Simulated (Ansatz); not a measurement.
**GeHO+ (triplet): from Hartree-Fock to the top rungs, cc-pVTZ**

The task here is to estimate one member of a computed series from the others.

Computed with Ansatz 0.2.0, Gaussian basis. Level: cc-pVTZ, core rule «outside noble gas», up to 15 orbitals frozen.

Plan: UHF; CCSD(T) on ROHF; CCSD(T) on UHF; BCCD(T) on ROHF; CCSDT(Q) on ROHF; CCSDT(Q) on UHF.

10 further runs of the same task are left out: 6 for a known fault of the program, 4 set aside as unsound or not needed.

### What is computed

The geometry is a PBE0/def2-TZVP stationary point (not a proven minimum) of the parent state, kept for this charge and spin. No spin-orbit coupling is included. The filled d shell of Ge may be among the frozen orbitals whatever the setting's name suggests; the logs give the count.

3 atoms, charge 1, spin multiplicity 3.

Atoms are counted from 1 here; the program's logs count them from 0.

Bond lengths: Ge1–O2 1.786 Å, O2–H3 0.962 Å. Angles: Ge1–O2–H3 114.8°.

Set-up of the first run:

The input, in.yaml:

```yaml
crystal:
  periodic: [false, false, false]
  atoms:
    - {symbol: Ge, position_ang: [0.000000, 0.013397, 0.343250]}
    - {symbol: O, position_ang: [0.000000, -0.107250, -1.438746]}
    - {symbol: H, position_ang: [0.000000, 0.736912, -1.899543]}
basis:
  gaussian: {orbitals: cc-pVTZ}
total_charge: 1
magnetization: {spin_polarized: true, initial_magnetization: 2}
hamiltonian: {xc: hf}
output: {orbitals: {seedname: orbitals}}
```

Started as:

```console
ansatz run in.yaml --threads 1 --pin off --events-out ev --progress --plain --max-ram 4096MiB --backend cpu
```

Steps of the session up to this table: UHF; CCSD(T) on ROHF; CCSD(T) on UHF; BCCD(T) on ROHF; CCSDT(Q) on ROHF; CCSDT(Q) on UHF.

One of the session's tables, all rows but one given; the rest of the session is left out.

It belongs to the step «Misses and costs». 

| method | from RCCSDT(Q) (kcal/mol) |
| --- | --- |
| ROHF | +200.72 |
| UHF | ? |
| RMP2 | +13.97 |
| UMP2 | +19.48 |
| RCCSD | +9.44 |
| UCCSD | +8.14 |
| RCCSD(T) | +0.80 |
| UCCSD(T) | +0.75 |
| BCCD(T) | +0.99 |
| RCCSDT | +0.54 |
| UCCSDT | +0.06 |
| RCCSDT(Q) | 0 |
| UCCSDT(Q) | -0.57 |

Estimate the missing values for UHF.

**Answer.** from RCCSDT(Q) (kcal/mol): +193.67. In the column «from RCCSDT(Q) (kcal/mol)» it lies between UMP2 (+19.48) and ROHF (+200.72).

To keep in mind: Restricted and unrestricted rows rest on different reference determinants; where their highest levels disagree by more than a few hundredths of an eV, they describe different states and don't form one ladder.
